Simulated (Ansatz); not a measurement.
# FH4OSi2 radical: single points with varied inputs

How do the results and run time of FH4OSi2 radical respond when the settings are drawn wide?

Method: the settings change from run to run; program: Ansatz 0.2.0, Gaussian basis.

## (1) The relaxed structure

The structure was relaxed beforehand with PBE0-D4 in a triple-zeta def2 set.

SMILES `F[SiH2]O[SiH2]`, 8 atoms, charge 0, spin multiplicity 2.

Atoms are counted from 1 here; the program's logs count them from 0.

Bond lengths: F1–Si2 1.594 Å, Si2–O3 1.620 Å, Si2–H5 1.476 Å, Si2–H6 1.479 Å, O3–Si4 1.643 Å, Si4–H7 1.489 Å, Si4–H8 1.493 Å. Angles: F1–Si2–O3 109.5°, F1–Si2–H5 107.9°, F1–Si2–H6 107.2°, O3–Si2–H5 108.6°, O3–Si2–H6 110.3°, H5–Si2–H6 113.3°, Si2–O3–Si4 148.7°, O3–Si4–H7 107.6°, O3–Si4–H8 109.7°, H7–Si4–H8 110.7°.

## (2) B2PLYP/cc-pVTZ

Options: coordinates scaled by 1.12, density fitting with def2-universal-jkfit, the search for lower states set to off.

The input, in.yaml:

```yaml
crystal:
  periodic: [false, false, false]
  atoms:
    - {symbol: F, position_ang: [-0.141662, 2.018351, 1.619426]}
    - {symbol: Si, position_ang: [0.438202, 1.413467, 0.043346]}
    - {symbol: O, position_ang: [-0.445021, -0.113908, -0.380095]}
    - {symbol: Si, position_ang: [-0.919948, -1.832754, 0.073838]}
    - {symbol: H, position_ang: [0.091313, 2.557475, -1.098276]}
    - {symbol: H, position_ang: [2.060526, 1.115250, 0.199502]}
    - {symbol: H, position_ang: [-1.352695, -2.623983, -1.329016]}
    - {symbol: H, position_ang: [0.372547, -2.597851, 0.808667]}
basis:
  gaussian: {orbitals: cc-pVTZ, fitting: {mean_field: def2-universal-jkfit}}
magnetization: {spin_polarized: true, initial_magnetization: 1}
hamiltonian: {xc: {name: B2PLYP}}
scf: {lower_state_search: off}
```

Launch:

```console
$ ansatz run in.yaml --threads 4 --pin off --events-out ev --progress --plain --max-ram 10444MiB
```

What it wrote:

```text
Functional definition: B2PLYP
  name "B2PLYP"
  cite "Grimme, J. Chem. Phys. 124, 034108 (2006) doi:10.1063/1.2148954"
  cite "Becke, Phys. Rev. A 38, 3098 (1988) doi:10.1103/PhysRevA.38.3098"
  cite "Lee, Yang & Parr, Phys. Rev. B 37, 785 (1988) doi:10.1103/PhysRevB.37.785"
  parameter a = 0.53
  parameter c = 0.27
  exchange = (1 - a)*b88_x + a*exact_x
  correlation = (1 - c)*lyp_c + c*(mp2_os + mp2_ss)
these checks for a lower state are left out or cut short: stability, starts, cluster_reference, orbital_swaps, neighbouring_geometries, increment
482 factors; integrals over basis functions are off by at most 1.2e0 eV
mean field evaluation 1: about -20566.1606 eV, gradient 3.9e1 eV
mean field evaluation 2: about -20566.1603 eV, gradient 3.9e1 eV
mean field evaluation 4: about -20571.2027 eV, gradient 5.3e0 eV
mean field evaluation 8: about -20571.3257 eV, gradient 1.4e-1 eV
mean field evaluation 16: about -20571.3261 eV, gradient 9.7e-5 eV
mean field -20571.32607235 eV, -755.9822894134 hartree, gradient 3.5e-6 eV, S^2 0.754493; 0 other end points of the search recorded, 0 dependent functions left out
12 core orbitals not correlated: weight in the atoms' cores, before any rotation towards them, 1.000 or more for the frozen orbitals, at most 0.000 for the correlated occupied ones
reference -20571.32624545 eV, -755.9822957746 hartree; 13, 12 occupied and 159, 160 virtual orbitals, 482 factors
second order -24.13806560 eV of doubles, -0.00000000 eV of singles
Total energy: -20577.84352316 eV, -756.2218013129 hartree
Checks for a lower state left out: stability, starts, cluster_reference, orbital_swaps, neighbouring_geometries, increment
```

Run time: 1.9 s. Hardware: 4 threads of Arm Neoverse V1, shared host; peak memory 0.4 GiB.

⟨S²⟩ 0.754.

## (3) CAM-B3LYP/x2c-TZVPPall

The input, in.yaml:

```yaml
crystal:
  periodic: [false, false, false]
  atoms:
    - {symbol: F, position_ang: [-0.126484, 1.802099, 1.445916]}
    - {symbol: Si, position_ang: [0.391252, 1.262025, 0.038702]}
    - {symbol: O, position_ang: [-0.397340, -0.101704, -0.339371]}
    - {symbol: Si, position_ang: [-0.821382, -1.636387, 0.065927]}
    - {symbol: H, position_ang: [0.081530, 2.283459, -0.980603]}
    - {symbol: H, position_ang: [1.839755, 0.995759, 0.178127]}
    - {symbol: H, position_ang: [-1.207763, -2.342842, -1.186622]}
    - {symbol: H, position_ang: [0.332631, -2.319510, 0.722024]}
basis:
  gaussian: {orbitals: x2c-TZVPPall}
magnetization: {spin_polarized: true, initial_magnetization: 1}
hamiltonian: {xc: {name: CAM-B3LYP}}
output: {forces: true}
```

Same command.

What it wrote, cut to the lines that bear on the results:

```text
Functional definition: CAM-B3LYP
  name "CAM-B3LYP"
  cite "Yanai, Tew & Handy, Chem. Phys. Lett. 393, 51 (2004) doi:10.1016/j.cplett.2004.06.011"
  cite "Iikura, Tsuneda, Yanai & Hirao, J. Chem. Phys. 115, 3540 (2001) doi:10.1063/1.1383587"
  cite "Becke, Phys. Rev. A 38, 3098 (1988) doi:10.1103/PhysRevA.38.3098"
  cite "Lee, Yang & Parr, Phys. Rev. B 37, 785 (1988) doi:10.1103/PhysRevB.37.785"
  cite "Vosko, Wilk & Nusair, Can. J. Phys. 58, 1200 (1980) doi:10.1139/p80-159"
[...]
  # Exact exchange under (alpha + beta erf(omega r))/r, Becke's under what is left of 1/r.
[...]
1147 factors; their error is unknown
267 factors; integrals over basis functions are off by at most 1.6e-5 eV
[...]
mean field -20625.85504920 eV, -757.9861923516 hartree, gradient 7.4e-5 eV, S^2 0.751824; 0 other end points of the search recorded, 0 dependent functions left out
[...]
reference -20625.85517589 eV, -757.9861970072 hartree; 25, 24 occupied and 177, 178 virtual orbitals, 1147 factors
Total energy: -20625.85517589 eV, -757.9861970072 hartree
Relativity: scalar
Atom 0 at    -0.126484     1.802099     1.445916 Å, force     0.015663    -0.014161    -0.034728 eV/Å
Atom 1 at     0.391252     1.262025     0.038702 Å, force     0.054829     0.016336    -0.131247 eV/Å
Atom 2 at    -0.397340    -0.101704    -0.339371 Å, force     0.067517     0.025020     0.077425 eV/Å
Atom 3 at    -0.821382    -1.636387     0.065927 Å, force     0.037646    -0.080184    -0.069122 eV/Å
Atom 4 at     0.081530     2.283459    -0.980603 Å, force     0.039519    -0.109082     0.124673 eV/Å
Atom 5 at     1.839755     0.995759     0.178127 Å, force    -0.166665     0.034750    -0.009371 eV/Å
Atom 6 at    -1.207763    -2.342842    -1.186622 Å, force     0.044894     0.062843     0.110936 eV/Å
Atom 7 at     0.332631    -2.319510     0.722024 Å, force    -0.093404     0.064479    -0.068567 eV/Å
Dipole moment:     0.097812    -0.122181    -0.167310 e Å
```

It took 4.3 s on 4 threads of Arm Neoverse V1, shared host; peak memory 0.69 GiB.

Largest force 0.171 eV/Å, dipole 1.10 D, ⟨S²⟩ 0.752.

## (4) r2SCAN50/def2-mTZVP

Options: D3(BJ) with three-body dispersion, the search for lower states set to full.

in.yaml, as its differences from that of step 3:

```diff
@@ -12,5 +12,5 @@
 basis:
-  gaussian: {orbitals: x2c-TZVPPall}
+  gaussian: {orbitals: def2-mTZVP}
 magnetization: {spin_polarized: true, initial_magnetization: 1}
-hamiltonian: {xc: {name: CAM-B3LYP}}
-output: {forces: true}
+hamiltonian: {xc: {name: r2SCAN50}, dispersion: d3bjatm}
+scf: {lower_state_search: full}
```

Same command.

What it wrote, cut to the lines that bear on the results:

```text
Functional definition: r2SCAN50
  name "r2SCAN50"
  cite "Bursch, Neugebauer, Ehlert & Grimme, J. Chem. Phys. 156, 134105 (2022) doi:10.1063/5.0086040"
  cite "Furness, Kaplan, Ning, Perdew & Sun, J. Phys. Chem. Lett. 11, 8208 (2020) doi:10.1021/acs.jpclett.0c02405"
  cite "Furness, Kaplan, Ning, Perdew & Sun, J. Phys. Chem. Lett. 11, 9248 (2020) doi:10.1021/acs.jpclett.0c03077"
  parent r2scan
[...]
866 factors; integrals over basis functions are off by at most 8.0e-4 eV
[...]
mean field -20583.63351754 eV, -756.4345796819 hartree, gradient 5.6e-5 eV, S^2 0.751999; 3 other end points of the search recorded, 0 dependent functions left out
reference -20583.63352625 eV, -756.4345800018 hartree; 25, 24 occupied and 74, 75 virtual orbitals, 866 factors
Total energy: -20583.69141963 eV, -756.4367075444 hartree
```

Wall time 7.5 s (4 threads of Arm Neoverse V1, shared host); peak memory 0.4 GiB.

⟨S²⟩ 0.752.

## (5) revPBE0/aug-cc-pVDZ

This run has D3(BJ) dispersion.

in.yaml, as its differences from that of step 4:

```diff
@@ -12,5 +12,4 @@
 basis:
-  gaussian: {orbitals: def2-mTZVP}
+  gaussian: {orbitals: aug-cc-pVDZ}
 magnetization: {spin_polarized: true, initial_magnetization: 1}
-hamiltonian: {xc: {name: r2SCAN50}, dispersion: d3bjatm}
-scf: {lower_state_search: full}
+hamiltonian: {xc: {name: revPBE0}, dispersion: d3bj}
```

Launched as before.

What it wrote, cut to the lines that bear on the results:

```text
Functional definition: revPBE0
  name "revPBE0"
  cite "Zhang & Yang, Phys. Rev. Lett. 80, 890 (1998) doi:10.1103/PhysRevLett.80.890"
  cite "Adamo & Barone, J. Chem. Phys. 110, 6158 (1999) doi:10.1063/1.478522"
  cite "Perdew, Burke & Ernzerhof, Phys. Rev. Lett. 77, 3865 (1996) doi:10.1103/PhysRevLett.77.3865"
[...]
1312 factors; their error is unknown
[...]
mean field -20581.20342139 eV, -756.3452752955 hartree, gradient 1.9e-5 eV, S^2 0.752102; 0 other end points of the search recorded, 0 dependent functions left out
reference -20581.20351370 eV, -756.3452786876 hartree; 25, 24 occupied and 111, 112 virtual orbitals, 1312 factors
Total energy: -20581.53440148 eV, -756.3574385892 hartree
```

It took 2.7 s on 4 threads of Arm Neoverse V1, shared host; peak memory 0.46 GiB.

⟨S²⟩ 0.752.

## (6) wPBEh/def2-TZVP

in.yaml, as its differences from that of step 5:

```diff
@@ -12,4 +12,5 @@
 basis:
-  gaussian: {orbitals: aug-cc-pVDZ}
+  gaussian: {orbitals: def2-TZVP}
 magnetization: {spin_polarized: true, initial_magnetization: 1}
-hamiltonian: {xc: {name: revPBE0}, dispersion: d3bj}
+hamiltonian: {xc: {name: wPBEh}}
+output: {forces: true}
```

The command is unchanged.

What it wrote, cut to the lines that bear on the results:

```text
Functional definition: wPBEh
  name "wPBEh"
  cite "Heyd, Scuseria & Ernzerhof, J. Chem. Phys. 118, 8207 (2003) doi:10.1063/1.1564060"
  cite "Krukau, Vydrov, Izmaylov & Scuseria, J. Chem. Phys. 125, 224106 (2006) doi:10.1063/1.2404663"
  cite "Heyd & Scuseria, J. Chem. Phys. 120, 7274 (2004) doi:10.1063/1.1668634"
  cite "Ernzerhof & Perdew, J. Chem. Phys. 109, 3313 (1998) doi:10.1063/1.476928"
  cite "Perdew, Burke & Ernzerhof, Phys. Rev. Lett. 77, 3865 (1996) doi:10.1103/PhysRevLett.77.3865"
  parent pbe
[...]
1019 factors; their error is unknown
75 factors; integrals over basis functions are off by at most 7.4e-7 eV
[...]
mean field -20579.32759023 eV, -756.2763397718 hartree, gradient 2.9e-5 eV, S^2 0.751989; 0 other end points of the search recorded, 0 dependent functions left out
[...]
reference -20579.32763453 eV, -756.2763413997 hartree; 25, 24 occupied and 135, 136 virtual orbitals, 1019 factors
Total energy: -20579.32763453 eV, -756.2763413997 hartree
Atom 0 at    -0.126484     1.802099     1.445916 Å, force    -0.005813     0.013822     0.022560 eV/Å
Atom 1 at     0.391252     1.262025     0.038702 Å, force     0.025020     0.014427    -0.034161 eV/Å
Atom 2 at    -0.397340    -0.101704    -0.339371 Å, force     0.003325     0.005431    -0.000598 eV/Å
Atom 3 at    -0.821382    -1.636387     0.065927 Å, force    -0.008676    -0.028734    -0.002805 eV/Å
Atom 4 at     0.081530     2.283459    -0.980603 Å, force     0.002700    -0.008095     0.012046 eV/Å
Atom 5 at     1.839755     0.995759     0.178127 Å, force    -0.014155     0.004655     0.000465 eV/Å
Atom 6 at    -1.207763    -2.342842    -1.186622 Å, force     0.001071     0.000109     0.004592 eV/Å
Atom 7 at     0.332631    -2.319510     0.722024 Å, force    -0.003472    -0.001615    -0.002100 eV/Å
Dipole moment:     0.100202    -0.118618    -0.170267 e Å
```

Wall time 3.1 s (4 threads of Arm Neoverse V1, shared host); peak memory 0.45 GiB.

Largest force 0.045 eV/Å, dipole 1.11 D, ⟨S²⟩ 0.752.

## (7) PBE0/STO-3G

Set apart from the defaults: restricted open-shell orbitals, density fitting with cc-pVTZ-jkfit, relativity set to scalar, high accuracy, the search for lower states set to full.

in.yaml, as its differences from that of step 6:

```diff
@@ -12,5 +12,7 @@
 basis:
-  gaussian: {orbitals: def2-TZVP}
-magnetization: {spin_polarized: true, initial_magnetization: 1}
-hamiltonian: {xc: {name: wPBEh}}
+  gaussian: {orbitals: STO-3G, fitting: {mean_field: cc-pVTZ-jkfit}}
+magnetization: {spin_polarized: false, initial_magnetization: 1}
+hamiltonian: {xc: {name: PBE0}, pseudopotentials: {relativity: scalar}}
+accuracy: high
+scf: {lower_state_search: full}
 output: {forces: true}
```

The command is unchanged.

What it wrote, cut to the lines that bear on the results:

```text
Functional definition: PBE0
  name "PBE0"
  cite "Adamo & Barone, J. Chem. Phys. 110, 6158 (1999) doi:10.1063/1.478522"
  cite "Perdew, Burke & Ernzerhof, Phys. Rev. Lett. 77, 3865 (1996) doi:10.1103/PhysRevLett.77.3865"
  parent pbe
[...]
520 factors; integrals over basis functions are off by at most 8.5e-4 eV
[...]
mean field -20350.28941654 eV, -747.8593421361 hartree, gradient 7.5e-8 eV, S^2 0.750000; 5 other end points of the search recorded, 0 dependent functions left out
[...]
reference -20350.28941817 eV, -747.8593421962 hartree; 25, 24 occupied and 7, 8 virtual orbitals, 520 factors
Total energy: -20350.28941817 eV, -747.8593421962 hartree
Relativity: scalar
Atom 0 at    -0.126484     1.802099     1.445916 Å, force    -0.607402     0.549555     1.511860 eV/Å
Atom 1 at     0.391252     1.262025     0.038702 Å, force     1.264763     0.140056    -1.021107 eV/Å
Atom 2 at    -0.397340    -0.101704    -0.339371 Å, force    -0.396881    -0.407907    -0.996219 eV/Å
Atom 3 at    -0.821382    -1.636387     0.065927 Å, force    -0.161676    -0.614177     0.614585 eV/Å
Atom 4 at     0.081530     2.283459    -0.980603 Å, force     0.253524    -0.498247     0.268371 eV/Å
Atom 5 at     1.839755     0.995759     0.178127 Å, force    -0.484140     0.189376    -0.257353 eV/Å
Atom 6 at    -1.207763    -2.342842    -1.186622 Å, force     0.506190     0.381192     0.467302 eV/Å
Atom 7 at     0.332631    -2.319510     0.722024 Å, force    -0.374378     0.260152    -0.587440 eV/Å
Dipole moment:     0.049768     0.013776    -0.020714 e Å
```

It took 4 s on 4 threads of Arm Neoverse V1, shared host; peak memory 0.4 GiB.

Largest force 1.719 eV/Å, dipole 0.27 D.

## (8) CAM-B3LYP/cc-pVDZ

This run has atoms shaken by 0.15 Å, D3(BJ) dispersion, the search for lower states set to light.

The input, in.yaml:

```yaml
crystal:
  periodic: [false, false, false]
  atoms:
    - {symbol: F, position_ang: [-0.217833, 1.892650, 1.328468]}
    - {symbol: Si, position_ang: [0.246562, 1.369019, -0.018048]}
    - {symbol: O, position_ang: [-0.427313, -0.083262, -0.312125]}
    - {symbol: Si, position_ang: [-0.889166, -1.595511, 0.137997]}
    - {symbol: H, position_ang: [-0.108264, 2.072045, -1.092440]}
    - {symbol: H, position_ang: [1.715227, 1.092324, 0.051686]}
    - {symbol: H, position_ang: [-1.173197, -2.276920, -1.119744]}
    - {symbol: H, position_ang: [0.336953, -2.538422, 0.841077]}
basis:
  gaussian: {orbitals: cc-pVDZ}
magnetization: {spin_polarized: true, initial_magnetization: 1}
hamiltonian: {xc: {name: CAM-B3LYP}, dispersion: d3bj}
scf: {lower_state_search: light}
```

Launched as before.

What it wrote, cut to the lines that bear on the results:

```text
Functional definition: CAM-B3LYP
  name "CAM-B3LYP"
  cite "Yanai, Tew & Handy, Chem. Phys. Lett. 393, 51 (2004) doi:10.1016/j.cplett.2004.06.011"
  cite "Iikura, Tsuneda, Yanai & Hirao, J. Chem. Phys. 115, 3540 (2001) doi:10.1063/1.1383587"
  cite "Becke, Phys. Rev. A 38, 3098 (1988) doi:10.1103/PhysRevA.38.3098"
  cite "Lee, Yang & Parr, Phys. Rev. B 37, 785 (1988) doi:10.1103/PhysRevB.37.785"
  cite "Vosko, Wilk & Nusair, Can. J. Phys. 58, 1200 (1980) doi:10.1139/p80-159"
[...]
  # Exact exchange under (alpha + beta erf(omega r))/r, Becke's under what is left of 1/r.
[...]
795 factors; integrals over basis functions are off by at most 1.0e-3 eV
271 factors; integrals over basis functions are off by at most 1.6e-5 eV
[...]
mean field -20584.10358675 eV, -756.4518544067 hartree, gradient 5.7e-5 eV, S^2 0.751975; 0 other end points of the search recorded, 0 dependent functions left out
reference -20584.10371687 eV, -756.4518591885 hartree; 25, 24 occupied and 59, 60 virtual orbitals, 795 factors
Total energy: -20584.23916252 eV, -756.4568367241 hartree
```

Wall time 1.6 s (4 threads of Arm Neoverse V1, shared host); peak memory 0.4 GiB.

⟨S²⟩ 0.752.

## (9) PBE0-DH/def2-mTZVPP

This run has atoms shaken by 0.08 Å, density fitting with cc-pVTZ-jkfit, relativity set to none.

The input, in.yaml:

```yaml
crystal:
  periodic: [false, false, false]
  atoms:
    - {symbol: F, position_ang: [-0.183122, 1.784866, 1.429096]}
    - {symbol: Si, position_ang: [0.438805, 1.297299, 0.077502]}
    - {symbol: O, position_ang: [-0.410211, 0.061224, -0.442041]}
    - {symbol: Si, position_ang: [-0.911532, -1.600760, 0.095827]}
    - {symbol: H, position_ang: [0.123887, 2.295960, -0.967292]}
    - {symbol: H, position_ang: [1.828858, 1.042538, 0.081046]}
    - {symbol: H, position_ang: [-1.219905, -2.422381, -1.084138]}
    - {symbol: H, position_ang: [0.241334, -2.382888, 0.738709]}
basis:
  gaussian: {orbitals: def2-mTZVPP, fitting: {mean_field: cc-pVTZ-jkfit}}
magnetization: {spin_polarized: true, initial_magnetization: 1}
hamiltonian: {xc: {name: PBE0-DH}, pseudopotentials: {relativity: none}}
```

The command is unchanged.

What it wrote, cut to the lines that bear on the results:

```text
Functional definition: PBE0-DH
  name "PBE0-DH"
  cite "Brémond & Adamo, J. Chem. Phys. 135, 024106 (2011) doi:10.1063/1.3604569"
  cite "Perdew, Burke & Ernzerhof, Phys. Rev. Lett. 77, 3865 (1996) doi:10.1103/PhysRevLett.77.3865"
[...]
520 factors; integrals over basis functions are off by at most 3.1e-1 eV
[...]
mean field -20572.81290036 eV, -756.0369293347 hartree, gradient 8.6e-6 eV, S^2 0.752232; 0 other end points of the search recorded, 0 dependent functions left out
12 core orbitals not correlated: weight in the atoms' cores, before any rotation towards them, 1.000 or more for the frozen orbitals, at most 0.000 for the correlated occupied ones
reference -20572.81292249 eV, -756.0369301482 hartree; 13, 12 occupied and 97, 98 virtual orbitals, 520 factors
second order -20.37307971 eV of doubles, -0.00000000 eV of singles
Total energy: -20575.35955746 eV, -756.1305172569 hartree
```

Wall time 1.6 s (4 threads of Arm Neoverse V1, shared host); peak memory 0.4 GiB.

⟨S²⟩ 0.752.

## (10) LC-wPBE/STO-3G

This run has restricted open-shell orbitals.

The input, in.yaml:

```yaml
crystal:
  periodic: [false, false, false]
  atoms:
    - {symbol: F, position_ang: [-0.126484, 1.802099, 1.445916]}
    - {symbol: Si, position_ang: [0.391252, 1.262025, 0.038702]}
    - {symbol: O, position_ang: [-0.397340, -0.101704, -0.339371]}
    - {symbol: Si, position_ang: [-0.821382, -1.636387, 0.065927]}
    - {symbol: H, position_ang: [0.081530, 2.283459, -0.980603]}
    - {symbol: H, position_ang: [1.839755, 0.995759, 0.178127]}
    - {symbol: H, position_ang: [-1.207763, -2.342842, -1.186622]}
    - {symbol: H, position_ang: [0.332631, -2.319510, 0.722024]}
basis:
  gaussian: {orbitals: STO-3G}
magnetization: {spin_polarized: false, initial_magnetization: 1}
hamiltonian: {xc: {name: LC-wPBE}}
output: {forces: true}
```

Same command.

What it wrote, cut to the lines that bear on the results:

```text
Functional definition: LC-wPBE
  name "LC-wPBE"
  cite "Vydrov & Scuseria, J. Chem. Phys. 125, 234109 (2006) doi:10.1063/1.2409292"
  cite "Heyd & Scuseria, J. Chem. Phys. 120, 7274 (2004) doi:10.1063/1.1668634"
  cite "Ernzerhof & Perdew, J. Chem. Phys. 109, 3313 (1998) doi:10.1063/1.476928"
  cite "Perdew, Burke & Ernzerhof, Phys. Rev. Lett. 77, 3865 (1996) doi:10.1103/PhysRevLett.77.3865"
  parent pbe
[...]
386 factors; integrals over basis functions are off by at most 2.8e-5 eV
170 factors; integrals over basis functions are off by at most 2.0e-6 eV
[...]
mean field -20323.73339639 eV, -746.8834263961 hartree, gradient 7.5e-6 eV, S^2 0.750000; 0 other end points of the search recorded, 0 dependent functions left out
[...]
reference -20323.73339639 eV, -746.8834263962 hartree; 25, 24 occupied and 7, 8 virtual orbitals, 386 factors
Total energy: -20323.73339639 eV, -746.8834263962 hartree
Atom 0 at    -0.126484     1.802099     1.445916 Å, force    -0.569990     0.508069     1.418280 eV/Å
Atom 1 at     0.391252     1.262025     0.038702 Å, force     1.196283     0.050617    -1.147382 eV/Å
Atom 2 at    -0.397340    -0.101704    -0.339371 Å, force    -0.306365    -0.444283    -0.718953 eV/Å
Atom 3 at    -0.821382    -1.636387     0.065927 Å, force     0.127213    -0.552556     0.290503 eV/Å
Atom 4 at     0.081530     2.283459    -0.980603 Å, force     0.306306    -0.608253     0.392495 eV/Å
Atom 5 at     1.839755     0.995759     0.178127 Å, force    -0.674709     0.217430    -0.278554 eV/Å
Atom 6 at    -1.207763    -2.342842    -1.186622 Å, force     0.507220     0.459725     0.690601 eV/Å
Atom 7 at     0.332631    -2.319510     0.722024 Å, force    -0.585958     0.369251    -0.646990 eV/Å
Dipole moment:     0.040498    -0.007458    -0.009949 e Å
```

Run time: 0.8 s. Hardware: 4 threads of Arm Neoverse V1, shared host; peak memory 0.4 GiB.

Largest force 1.658 eV/Å, dipole 0.20 D.

## (11) All runs side by side

```csv
level,charge,multiplicity,geometry,functions,energy (eV),time
B2PLYP/cc-pVTZ,0,2,scaled,184,-20577.844,1.9 s
CAM-B3LYP/x2c-TZVPPall,0,2,relaxed,202,-20625.855,4.3 s
r2SCAN50/def2-mTZVP,0,2,relaxed,99,-20583.691,7.5 s
revPBE0/aug-cc-pVDZ,0,2,relaxed,136,-20581.534,2.7 s
wPBEh/def2-TZVP,0,2,relaxed,160,-20579.328,3.1 s
PBE0/STO-3G,0,2,relaxed,32,-20350.289,4 s
CAM-B3LYP/cc-pVDZ,0,2,shaken,84,-20584.239,1.6 s
PBE0-DH/def2-mTZVPP,0,2,shaken,122,-20575.360,1.6 s
LC-wPBE/STO-3G,0,2,relaxed,32,-20323.733,0.8 s
```

## (12) Summary of results

```
                                         quantity                       value
                                             runs                           9
                                         quickest       LC-wPBE/STO-3G, 0.8 s
                                          slowest  r2SCAN50/def2-mTZVP, 7.5 s
spread of total energies, same state and geometry                    302.1 eV
                  dipole, same state and geometry              0.20 to 1.11 D
```

In words: r2SCAN50/def2-mTZVP took 9 times as long as LC-wPBE/STO-3G. The jobs differ in tasks and options as well as level. The totals spread over 302 eV; they can't be compared across methods or bases. Some of these runs are scalar-relativistic and others not, which shifts the totals of all-electron atoms past neon by eV; core potentials, where a basis has them, take the core out of the total altogether. At the PBE0-D4/def2-TZVP geometry and in the same state, runs without warnings or point charges leave forces up to 1.72 eV/Å (PBE0/STO-3G).
